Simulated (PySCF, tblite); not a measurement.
# C₆H₇N₃: a rotation path, then NMR shifts on frames

How do NMR shifts of C₆H₇N₃ (`c1cc(C2CC2)nnn1`) change as the atoms move?

Computed with tblite 0.8.0 and PySCF 2.14.0, with density-fitted response routines of our own, on a single molecule in the gas phase. Atoms count from 0, in the outputs and in this text.

### 1 Starting geometry

16 atoms, charge 0, multiplicity 1; geometry from: GFN2-xTB.

Bonds of the start (Å): C0–C1 1.38, C1–C2 1.40, C2–C3 1.46, C3–C4 1.51, C4–C5 1.48, C2–N6 1.34, N6–N7 1.29, N7–N8 1.29, N8–C0 1.33, C5–C3 1.51, C0–H9 1.08, C1–H10 1.08, C3–H11 1.08, C4–H12 1.08, C4–H13 1.08, C5–H14 1.08, C5–H15 1.08.

### 2 The rotation path with GFN2-xTB

The job: settings as JSON, then the geometry in Å.

```
{"job": {"kind": "neb", "xc": "GFN2-xTB", "basis": "xTB", "atoms": [1, 2, 3, 4], "turn": 120}, "charge": 0, "multiplicity": 1}
C      2.725187    -0.287866    -0.350882
C      1.545789     0.263742    -0.817173
C      0.405634    -0.035247    -0.064353
C     -0.925923     0.460959    -0.414005
C     -2.124538    -0.413613    -0.124105
C     -1.888880     0.796626     0.702054
N      0.519687    -0.805370     1.024123
N      1.658660    -1.277036     1.387337
N      2.749989    -1.045756     0.740843
H      3.676050    -0.133596    -0.842388
H      1.502441     0.882276    -1.700539
H     -0.952876     1.075677    -1.305373
H     -1.922196    -1.373737     0.323832
H     -2.926825    -0.410593    -0.845837
H     -2.524291     1.658360     0.567655
H     -1.525506     0.654117     1.707401
```

Level: GFN2-xTB climbing-image nudged elastic band, gas phase.

Run with:

```
$ OMP_NUM_THREADS=1 python probes_run.py task.json out
```

One launch serves the whole session: the jobs run in the order shown.

The log of the run:

```text
image   E - E0 / eV
  0       0.0000
  1       0.0243
  2       0.0836
  3       0.1482
  4       0.1810
  5       0.1709
  6       0.1341
  7       0.0764
  8       0.0389
```

It took 2.3 s on 1 thread of Arm Neoverse V2, shared host; peak memory 0.18 GiB.

The final band, with the dihedral C1–C2–C3–C4:

```
image  dihedral (°)  energy (eV)  energy (kcal/mol)
    0           146        0.000                0.0
    1           168        0.024                0.6
    2           189        0.084                1.9
    3           211        0.148                3.4
    4           234        0.181                4.2
    5           256        0.171                3.9
    6           278        0.134                3.1
    7           301        0.076                1.8
    8           325        0.039                0.9
```

### 3 NMR shieldings: image 0, PBE0/pcSseg-1

The job: settings as JSON, then the geometry in Å.

```
{"job": {"kind": "nmr", "xc": "PBE0", "basis": "pcSseg-1", "pop": false}, "charge": 0, "multiplicity": 1}
C      2.725200    -0.287900    -0.350900
C      1.545800     0.263700    -0.817200
C      0.405600    -0.035200    -0.064400
C     -0.925900     0.461000    -0.414000
C     -2.124500    -0.413600    -0.124100
C     -1.888900     0.796600     0.702100
N      0.519700    -0.805400     1.024100
N      1.658700    -1.277000     1.387300
N      2.750000    -1.045800     0.740800
H      3.676000    -0.133600    -0.842400
H      1.502400     0.882300    -1.700500
H     -0.952900     1.075700    -1.305400
H     -1.922200    -1.373700     0.323800
H     -2.926800    -0.410600    -0.845800
H     -2.524300     1.658400     0.567700
H     -1.525500     0.654100     1.707400
```

With the program's defaults for keys left out, this is: GIAO PBE0/pcSseg-1 NMR shielding, non-relativistic, gas phase.

The log of the run:

```text
coarse grid: 14048 points
cycle   1  E = -396.4081773747  dE =  1.804e+00  |g| = 4.195e-01  |ddm| = 3.951e+00
cycle   2  E = -396.4108168489  dE = -2.639e-03  |g| = 4.066e-01  |ddm| = 8.119e-01
cycle   3  E = -396.4456766130  dE = -3.486e-02  |g| = 1.001e-01  |ddm| = 4.139e-01
cycle   4  E = -396.4475618678  dE = -1.885e-03  |g| = 3.148e-02  |ddm| = 9.160e-02
cycle   5  E = -396.4477432084  dE = -1.813e-04  |g| = 9.894e-03  |ddm| = 2.842e-02
cycle   6  E = -396.4477620805  dE = -1.887e-05  |g| = 3.654e-03  |ddm| = 1.046e-02
cycle   7  E = -396.4477653453  dE = -3.265e-06  |g| = 8.249e-04  |ddm| = 3.978e-03
final grid: 137832 points
cycle   8  E = -396.4977571551  dE = -4.409e-05  |g| = 7.252e-03  |ddm| = 4.835e-02
cycle   9  E = -396.4977563894  dE =  7.658e-07  |g| = 7.604e-03  |ddm| = 1.464e-02
cycle  10  E = -396.4977705350  dE = -1.415e-05  |g| = 8.459e-04  |ddm| = 6.922e-03
cycle  11  E = -396.4977706970  dE = -1.620e-07  |g| = 2.322e-04  |ddm| = 1.032e-03
cycle  12  E = -396.4977707053  dE = -8.295e-09  |g| = 1.252e-04  |ddm| = 2.983e-04
cycle  13  E = -396.4977707087  dE = -3.402e-09  |g| = 3.213e-05  |ddm| = 1.430e-04
cycle  14  E = -396.4977707089  dE = -2.188e-10  |g| = 1.083e-05  |ddm| = 3.499e-05
converged SCF energy = -396.4977707089

GIAO shielding tensors (ppm)
atom      isotropic    diamagn.    paramagn.     s11        s22        s33       span
  0 C       34.844     249.590    -214.746    -95.819     45.213    155.137    250.956
  1 C       64.831     256.385    -191.554    -51.071     71.384    174.179    225.249
  2 C       17.101     252.205    -235.104   -105.047     -8.783    165.132    270.180
  3 C      167.346     248.142     -80.796    137.762    146.164    218.111     80.349
  4 C      169.191     252.363     -83.172    135.329    174.279    197.965     62.637
  5 C      169.096     252.388     -83.292    135.047    174.294    197.947     62.901
  6 N     -155.633     326.762    -482.395   -501.849   -213.393    248.344    750.193
  7 N     -267.767     311.359    -579.126   -763.962   -246.357    207.018    970.980
  8 N     -158.171     325.148    -483.319   -506.030   -224.803    256.319    762.349
  9 H       22.745      28.040      -5.295     19.768     19.783     28.684      8.916
 10 H       24.524      32.777      -8.253     21.497     22.118     29.957      8.460
 11 H       29.981      32.753      -2.771     22.639     28.638     38.668     16.029
 12 H       29.913      31.103      -1.189     24.058     27.271     38.411     14.353
 13 H       30.389      30.061       0.328     24.681     26.405     40.081     15.400
 14 H       30.387      30.072       0.315     24.689     26.397     40.075     15.386
 15 H       29.932      31.116      -1.184     24.090     27.298     38.408     14.319
```

Run time: 26 s. Hardware: 1 thread of Arm Neoverse V2, shared host; peak memory 0.84 GiB.

Shifts follow as δ = σ(reference) − σ, with reference shieldings (ppm) from runs at the same level and on the same kind of geometry: ¹H TMS 31.72, ¹³C TMS 186.9, ¹⁵N NH3 267.7. The references are single molecules in the gas phase, so shifts against H2O, NH3, PH3, H3PO4 or CFCl3 are not on the usual liquid scales and can be off by tens of ppm. Each atom is listed at this fixed geometry, with no averaging over motion; a spectrum would average atoms that exchange fast.

```
atoms                                          environment  σ (ppm)  δ (ppm)
   C2  substituted aromatic carbon next to a ring nitrogen     17.1    169.8
   C0                  aromatic CH next to a ring nitrogen     34.8    152.1
   C1                                          aromatic CH     64.8    122.1
   C3                           three-membered-ring carbon    167.3     19.6
   C5                           three-membered-ring carbon    169.1     17.8
   C4                           three-membered-ring carbon    169.2     17.7
   H9   hydrogen on an aromatic CH next to a ring nitrogen    22.74     8.97
  H10                           hydrogen on an aromatic CH    24.52     7.19
  H12             hydrogen on a three-membered-ring carbon    29.91     1.80
  H15             hydrogen on a three-membered-ring carbon    29.93     1.79
  H11             hydrogen on a three-membered-ring carbon    29.98     1.74
  H14             hydrogen on a three-membered-ring carbon    30.39     1.33
  H13             hydrogen on a three-membered-ring carbon    30.39     1.33
   N7                          pyridine-type ring nitrogen   -267.8    535.5
   N8                          pyridine-type ring nitrogen   -158.2    425.9
   N6                          pyridine-type ring nitrogen   -155.6    423.4
```

Ring of atoms C0, C1, C2, N6, N7, N8: NICS(0) -3.4, NICS(1) -10.9, NICS(1)zz -25.7 ppm (means of both faces).

Ring of atoms C3, C4, C5: NICS(0) -43.5, NICS(1) -7.0, NICS(1)zz -22.4 ppm (means of both faces).

In rings of three or four atoms NICS is ruled by the nearby σ bonds, so it says little on aromaticity.

The fields below are evaluated on a grid from the run's orbitals.

Frontier orbitals at PBE0/pcSseg-1, with the share of their density that lies nearest to each atom:

```
orbital  energy (eV)                          lies on
   HOMO        -6.94  N7 46 %; N6, N8 about 19 % each
   LUMO        -1.67        N7 27 %; C1 20 %; N6 19 %
```

ELF in a plane through or near 10 of the atoms.

Ten even steps from ' ' (0.00) to '@' (1.00):
```
                                                        
                                                        
                ::**##==                                
                ==@@@@##                                
          ::..  --@@@@%%  ::++--                        
        --####--::%%####--%%@@**                        
        **@@@@%%**##==##--%%@@**                        
        ==%%@@==::##++##--==##::  ..::----              
          ..++**##==  --%%##--    ==####++..            
          ..--****--  ::==--++----**%%%%++..            
      ==@@@@@@--::%%++%%::::@@==--**++==::              
      ##@@@@@@**##%%**::##++##::..==....                
      ++@@@@@@====++..==--..==%%%%++                    
      ..##@@##  ..##@@@@--  ++@@@@%%..                  
                --@@@@@@**  ++@@@@@@::                  
                ::@@@@@@--  ..%%@@**                    
                  --##**        ..                      
                                                        
                                                        
                                                        
```
The map spans 12.6 Å across and 9.1 Å up, centred on the molecule. Atoms in the plane (x, y in Å): C0 (-2.8, -0.2), C1 (-1.6, -0.9), C2 (-0.4, 0.0), C3 (0.9, -0.6), N6 (-0.6, 1.3), N7 (-1.7, 1.8), N8 (-2.8, 1.2), H9 (-3.7, -0.7), H10 (-1.5, -1.9), H11 (1.0, -1.7).

On the surface of density 0.002 e/bohr³ the electrostatic potential runs, from the 1st to the 99th percentile, from -1.95 V near N7 to 1.47 V near H10.

### 4 Nuclear shieldings: image 2, PBE0/pcSseg-1

The job: settings as JSON, then the geometry in Å.

```
{"job": {"kind": "nmr", "xc": "PBE0", "basis": "pcSseg-1", "pop": false}, "charge": 0, "multiplicity": 1}
C      2.723100    -0.121800    -0.190500
C      1.526300     0.429800    -0.611600
C      0.374700    -0.235800    -0.180000
C     -0.977900     0.227700    -0.532800
C     -2.169100    -0.397100     0.130900
C     -1.768300     0.987600     0.509300
N      0.491200    -1.318400     0.592600
N      1.647400    -1.784700     0.911300
N      2.750500    -1.230800     0.541900
H      3.684500     0.313400    -0.427600
H      1.475300     1.323900    -1.213500
H     -1.065900     0.574600    -1.555900
H     -1.964600    -1.189900     0.831900
H     -3.063700    -0.536800    -0.453300
H     -2.364600     1.819000     0.164700
H     -1.306300     1.148200     1.471000
```

Method: GIAO PBE0/pcSseg-1 NMR shielding, non-relativistic, gas phase.

The log of the run:

```text
coarse grid: 14048 points
cycle   1  E = -396.4035245464  dE =  1.803e+00  |g| = 4.240e-01  |ddm| = 3.969e+00
cycle   2  E = -396.4068142997  dE = -3.290e-03  |g| = 4.087e-01  |ddm| = 8.154e-01
cycle   3  E = -396.4420044525  dE = -3.519e-02  |g| = 1.003e-01  |ddm| = 4.007e-01
cycle   4  E = -396.4438627263  dE = -1.858e-03  |g| = 3.273e-02  |ddm| = 9.176e-02
cycle   5  E = -396.4440613709  dE = -1.986e-04  |g| = 9.829e-03  |ddm| = 2.949e-02
cycle   6  E = -396.4440792878  dE = -1.792e-05  |g| = 4.035e-03  |ddm| = 1.055e-02
cycle   7  E = -396.4440832543  dE = -3.966e-06  |g| = 7.232e-04  |ddm| = 4.299e-03
final grid: 137832 points
cycle   8  E = -396.4937870463  dE = -4.158e-05  |g| = 7.110e-03  |ddm| = 4.383e-02
cycle   9  E = -396.4937859547  dE =  1.092e-06  |g| = 7.567e-03  |ddm| = 1.420e-02
cycle  10  E = -396.4937998829  dE = -1.393e-05  |g| = 8.379e-04  |ddm| = 6.810e-03
cycle  11  E = -396.4938000373  dE = -1.544e-07  |g| = 2.723e-04  |ddm| = 1.019e-03
cycle  12  E = -396.4938000495  dE = -1.222e-08  |g| = 1.418e-04  |ddm| = 3.589e-04
cycle  13  E = -396.4938000543  dE = -4.812e-09  |g| = 2.803e-05  |ddm| = 1.529e-04
cycle  14  E = -396.4938000545  dE = -1.601e-10  |g| = 1.105e-05  |ddm| = 3.342e-05
converged SCF energy = -396.4938000545

GIAO shielding tensors (ppm)
atom      isotropic    diamagn.    paramagn.     s11        s22        s33       span
  0 C       34.832     249.896    -215.064    -97.029     45.546    155.978    253.007
  1 C       62.601     256.932    -194.332    -54.206     65.925    176.083    230.289
  2 C       20.701     251.714    -231.013   -102.798     -1.004    165.906    268.704
  3 C      168.131     249.067     -80.937    137.192    153.022    214.179     76.987
  4 C      181.348     252.659     -71.310    156.718    181.020    206.307     49.589
  5 C      171.467     252.031     -80.564    140.609    173.952    199.840     59.231
  6 N     -160.630     325.543    -486.173   -507.057   -216.116    241.284    748.342
  7 N     -270.788     310.711    -581.499   -771.021   -245.536    204.193    975.215
  8 N     -163.684     324.970    -488.654   -518.409   -230.699    258.055    776.464
  9 H       22.654      28.203      -5.549     19.544     19.697     28.721      9.177
 10 H       24.409      33.091      -8.682     21.172     21.745     30.310      9.138
 11 H       29.604      31.834      -2.230     22.647     27.915     38.250     15.603
 12 H       28.914      31.036      -2.122     22.174     25.645     38.924     16.750
 13 H       30.645      29.781       0.864     24.683     26.709     40.543     15.860
 14 H       30.576      30.330       0.245     25.477     25.883     40.367     14.890
 15 H       31.124      31.263      -0.138     26.184     28.681     38.508     12.325
```

It took 20 s on 1 thread of Arm Neoverse V2, shared host; peak memory 0.84 GiB.

This run: δ C2 166.2, C0 152.1, C1 124.3, C3 18.8, H9 9.06, H10 7.31 ppm.

(Part 1 of 2 ends here.)
